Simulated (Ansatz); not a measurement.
# FGeH5Si2: rigid scan of one bond length

Computed with Ansatz 0.2.0, driven from Python. Level of theory: PBE0/def2-SVP.

**1. The system**

Bond lengths: F1–Si2 1.619 Å, Si2–Si3 2.179 Å, Si2–Ge4 2.320 Å, Si3–Ge4 2.256 Å, Si2–H5 1.488 Å, Si3–H6 1.484 Å, Si3–H7 1.520 Å, Ge4–H8 1.531 Å, Ge4–H9 1.631 Å. Angles (14 of 18 angles, heavy atoms first): F1–Si2–Si3 112.7°, F1–Si2–Ge4 113.1°, Si3–Si2–Ge4 60.1°, Si2–Si3–Ge4 63.0°, Si2–Ge4–Si3 56.9°, F1–Si2–H5 121.1°, Si3–Si2–H5 119.2°, Ge4–Si2–H5 115.6°, Si2–Si3–H6 116.3°, Si2–Si3–H7 115.7°, Ge4–Si3–H6 114.9°, Ge4–Si3–H7 111.9°, Si2–Ge4–H8 114.6°, Si2–Ge4–H9 112.7°.

The script holds or builds the structure itself.

**2. The script**

The input, scan_fgeh5si2.py:

```python
"""Stretching a bond of FGeH5Si2, the rest held rigid."""

import logging
import sys

import ansatz as az
from ase import Atoms
import matplotlib.pyplot as plt
import numpy as np

logging.basicConfig(stream=sys.stdout, format="%(levelname)s %(message)s")
log = logging.getLogger("ansatz_job")
log.setLevel(logging.INFO)

SETTINGS = {
    "basis_set": "def2-SVP",
    "xc": "pbe0",
}


def main() -> None:
    atoms = Atoms(["F", "Si", "Si", "Ge", "H", "H", "H", "H", "H"], positions=[
        (-1.771, 1.2774, -1.1418),
        (-0.5538, 0.2096, -1.1513),
        (1.0244, 0.7205, 0.2618),
        (-0.3573, -0.9668, 0.8381),
        (-0.207, -0.5491, -2.3832),
        (0.835, 1.9743, 1.0335),
        (2.4151, 0.2195, -0.0925),
        (0.1932, -2.3876, 0.6858),
        (-1.4902, -0.544, 1.9325),
    ])
    mol = az.Crystal.molecule_from_ase(atoms)

    symbols = [site.symbol for site in mol.cartesian_sites]
    start = np.array([site.position_ang for site in mol.cartesian_sites])
    axis = (start[7] - start[3]) / np.linalg.norm(start[7] - start[3])
    moving = [7]
    lengths, energies = [1.348, 1.409, 1.47, 1.531, 1.593, 1.654, 1.715, 1.807], []
    for length in lengths:
        xyz = start.copy()
        xyz[moving] += (length - np.linalg.norm(start[7] - start[3])) * axis
        point = az.Crystal.molecule()
        for symbol, place in zip(symbols, xyz):
            point = point.atom(symbol, place.tolist())
        calc = (
            point.calculation()
            .basis(gaussian=SETTINGS["basis_set"])
            .functional(SETTINGS["xc"])
        )
        data = calc.run().report
        energies.append(data["free_energy_ev"])
        log.info(f"r = {length:6.3f} A  E = {energies[-1]:.5f} eV  <S^2> = {abs(data['mean_field']['state']['spin_squared']):.3f}")

    # quartic fit about the minimum
    fit = np.polynomial.Polynomial.fit(lengths, np.array(energies) - min(energies), 4).convert()
    roots = [r.real for r in fit.deriv().roots() if abs(r.imag) < 1e-9 and fit.deriv(2)(r.real) > 0]
    r_e = min(roots, key=lambda r: abs(r - lengths[int(np.argmin(energies))]))
    log.info(f"minimum of the fit at {r_e:.4f} A, force constant {fit.deriv(2)(r_e):.2f} eV/A^2")
    plt.figure(figsize=(4.5, 3))
    plt.plot(lengths, np.array(energies) - min(energies), "o-")
    plt.xlabel("bond length (A)")
    plt.ylabel("E - E(min) (eV)")
    plt.tight_layout()
    plt.savefig("scan.png", dpi=100)


if __name__ == "__main__":
    main()
```

**3. The calls as engine input**

The package turns the script's settings into the engine's input (first run):

```yaml
crystal:
  periodic: [false, false, false]
  atoms:
    - { symbol: F, position_ang: [-1.771, 1.2774, -1.1418] }
    - { symbol: Si, position_ang: [-0.5538, 0.2096, -1.1513] }
    - { symbol: Si, position_ang: [1.0244, 0.7205, 0.2618] }
    - { symbol: Ge, position_ang: [-0.3573, -0.9668, 0.8381] }
    - { symbol: H, position_ang: [-0.207, -0.5491, -2.3832] }
    - { symbol: H, position_ang: [0.835, 1.9743, 1.0335] }
    - { symbol: H, position_ang: [2.4151, 0.2195, -0.0925] }
    - { symbol: H, position_ang: [0.12729995408640962, -2.2175168297292838, 0.7040317474889006] }
    - { symbol: H, position_ang: [-1.4902, -0.544, 1.9325] }
basis:
  gaussian:
    orbitals: def2-SVP
hamiltonian:
  xc: pbe0
```

**4. Launch**

The run is started by

```bash
python scan_fgeh5si2.py
```

Q: Estimate wall time and peak memory on 1 thread of AMD EPYC 7R43 (Zen 3), shared host.

About 29 s, with a peak of 0.35 GiB.
